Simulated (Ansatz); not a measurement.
# AlClGa₂H₅N: taking an electron away

The task here is to estimate one member of a computed series from the others.

Method: unrestricted cation, the program's frozen cores in correlated methods; program: Ansatz 0.2.0, Gaussian basis.

Levels to be run: UKS PBE-D4/def2-TZVPP; UKS r2SCAN-D4/def2-TZVPP; UKS PBE0-D4/def2-TZVPP; UKS B3LYP-D4/def2-TZVPP; UKS wB97X-V/def2-TZVPP; UKS wB97M-V/def2-TZVPP; UKS B2PLYP/def2-TZVPP; UHF-CCSD(T)/def2-TZVPP; UHF-MP2/def2-QZVPP; extrapolation to the limit; then −ε(HOMO) from the neutral's earlier runs with LDA (SPW92), PBE-D4, revPBE-D4, BLYP-D4, r2SCAN-D4, B97M-V, PBE0-D4, B3LYP-D4, r2SCANh-D4, r2SCAN0-D4, HSE06-D4, BHLYP-D4, CAM-B3LYP-D4, LC-ωPBE, ωB97X-V, ωB97M-V.

## The relaxed structure

All runs share one geometry, relaxed beforehand with PBE0-D4 in a triple-zeta def2 set.

SMILES `[AlH2][NH][Ga]([Cl])[GaH2]`, 10 atoms, charge 0, spin multiplicity 1.

Atoms are counted from 1 here; the program's logs count them from 0.

Bond lengths: Al1–N2 1.754 Å, Al1–H6 1.573 Å, Al1–H7 1.643 Å, N2–Ga3 1.877 Å, N2–H8 1.010 Å, Ga3–Cl4 2.158 Å, Ga3–Ga5 2.459 Å, Ga5–H9 1.568 Å, Ga5–H10 1.568 Å. Angles: N2–Al1–H6 132.0°, N2–Al1–H7 111.7°, H6–Al1–H7 116.2°, Al1–N2–Ga3 111.1°, Al1–N2–H8 127.0°, Ga3–N2–H8 121.8°, N2–Ga3–Cl4 113.3°, N2–Ga3–Ga5 103.7°, Cl4–Ga3–Ga5 143.1°, Ga3–Ga5–H9 118.6°, Ga3–Ga5–H10 118.6°, H9–Ga5–H10 121.8°.

The first run:

Contents of in.yaml:

```yaml
crystal:
  periodic: [false, false, false]
  atoms:
    - {symbol: Al, position_ang: [-1.581898, 0.089237, 0.535979]}
    - {symbol: N, position_ang: [-0.875537, -1.279683, -0.302919]}
    - {symbol: Ga, position_ang: [0.925320, -0.960010, -0.722709]}
    - {symbol: Cl, position_ang: [1.864046, -2.604123, -1.758080]}
    - {symbol: Ga, position_ang: [1.337249, 1.295832, 0.165264]}
    - {symbol: H, position_ang: [-3.025684, 0.345295, 1.104428]}
    - {symbol: H, position_ang: [-0.494279, 1.303464, 0.742420]}
    - {symbol: H, position_ang: [-1.334625, -2.145299, -0.549702]}
    - {symbol: H, position_ang: [1.968911, 1.436079, 1.593792]}
    - {symbol: H, position_ang: [1.216497, 2.519208, -0.808473]}
basis:
  gaussian: {orbitals: def2-TZVPP}
total_charge: 1
magnetization: {spin_polarized: true, initial_magnetization: 1}
hamiltonian: {xc: pbe, dispersion: d4}
```

Launch:

```console
> ansatz run in.yaml --threads 2 --pin off --events-out ev --progress --plain --max-ram 32768MiB --backend cuda --devices 0, --max-vram 18GiB
```

Among the steps run: Cation, UKS PBE-D4/def2-TZVPP; Cation, UKS r2SCAN-D4/def2-TZVPP; Cation, UKS PBE0-D4/def2-TZVPP; Cation, UKS B3LYP-D4/def2-TZVPP; Cation, UKS wB97X-V/def2-TZVPP; Cation, UKS wB97M-V/def2-TZVPP; Cation, UKS B2PLYP (frozen core)/def2-TZVPP; Cation, UHF-CCSD(T)/def2-TZVPP; Cation, UHF-MP2/def2-QZVPP.

One table of the session follows, with a row left open; its other results are not shown here.

Orbital estimates, from the neutral's runs:

```
  functional  −ε(HOMO) (eV)
 LDA (SPW92)           6.35
      PBE-D4           6.19
   revPBE-D4           6.13
     BLYP-D4           6.04
   r2SCAN-D4           6.45
      B97M-V           6.49
     PBE0-D4           7.22
    B3LYP-D4           7.03
  r2SCANh-D4           6.82
  r2SCAN0-D4           7.39
    HSE06-D4           6.83
    BHLYP-D4              ?
CAM-B3LYP-D4           8.43
     LC-ωPBE           9.69
     ωB97X-V           9.38
     ωB97M-V           9.23
```

Estimate the missing values for BHLYP-D4.

Worked estimate for «−ε(HOMO) (eV)». Against the share of exact exchange, BLYP-D4 (0, 6.04), B3LYP-D4 (0.2, 7.03) give a slope of 4.95 per unit share; at 0.5 the line stands at 8.51.

The run gave: −ε(HOMO) (eV): 8.13. In «−ε(HOMO) (eV)» the line misses by +0.38.
